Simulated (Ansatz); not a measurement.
Wanted: the native input for an Ansatz 0.2.0 run.

```yaml
Task: single point
Functional: PBEsol
Potentials_or_basis: Ansatz PAW
Cutoff: "420 eV (not typed: the program's choice for these potentials)"
k_mesh: 7 × 7 × 5
Occupations: fermi-dirac, width 0.05 eV
Spin: collinear spin, ferromagnetic start
Starting_moments: "[0.0, 0.5, 0.0, 0.0] μB"
Fixed_moment: 0.5 μB
```

Crystal: TaVN2.

```xyz
4
Lattice="3.0499 0.0000 0.0000 0.0000 3.0499 0.0000 0.0000 0.0000 4.2961" Properties=species:S:1:pos:R:3 pbc="T T T"
Ta    0.0000    0.0000    0.0000
V     1.5249    1.5249    2.1480
N     1.5249    1.5249    0.0000
N     0.0000    0.0000    2.1480
```

The cell comes from a database or a generator and needn't be the stable form of this composition.

The input as run:

input.yaml

```yaml
crystal:
  lattice:
    - [3.049867, 0.0, 0.0]
    - [0.0, 3.049867, 0.0]
    - [0.0, 0.0, 4.296062]
  atoms:
    - { symbol: Ta, position: [0.0, 0.0, 0.0] }
    - { symbol: V, position: [0.5, 0.5, 0.5], spin: 0.5 }
    - { symbol: "N", position: [0.5, 0.5, 0.0] }
    - { symbol: "N", position: [0.0, 0.0, 0.5] }
hamiltonian:
  xc: pbesol
  pseudopotentials: { kind: paw }
magnetization:
  spin_polarized: true
  initial_magnetization: 0.5
  spin_locking: { lock_magnetization: hard }
kpoints:
  mp_grid: { grid: [7, 7, 5] }
scf:
  occupations: { method: fermi_dirac, width: 0.05 }
  lower_state_search: "off"
output:
  forces: true
  stress: true
  eigenvalues: true
  write_density: true
  write_potential: true
  elf: true
  volumetric_format: npy
```

Potentials or basis: Ansatz PAW.

Run with:

```sh
$ ansatz run input.yaml --threads 2 --pin off --max-ram 5632MiB --backend cpu --events-out ev --progress --plain --runs-dir out
```

It gave:

The pressure is -12.0 GPa and the net moment is 0.50 μB per cell. The absolute moment is 0.62 μB per cell and the site moments are Ta -0.02; V +0.44; N +0.00 μB.

Caveat: the pressure holds a Pulay correction of +0.5 GPa for the finite cutoff; the total moment is fixed, so each spin has its own Fermi level; the PAW data sets come from PBE, with cores solved anew for the run's functional, which leaves a small shift of forces and pressure; the thresholds are loose for stress.

Run time: 8.9 s on 2 threads of Intel(R) Xeon(R) Processor @ 2.50GHz (Skylake/Cascade Lake) (shared host), peak memory 0.38 GiB.
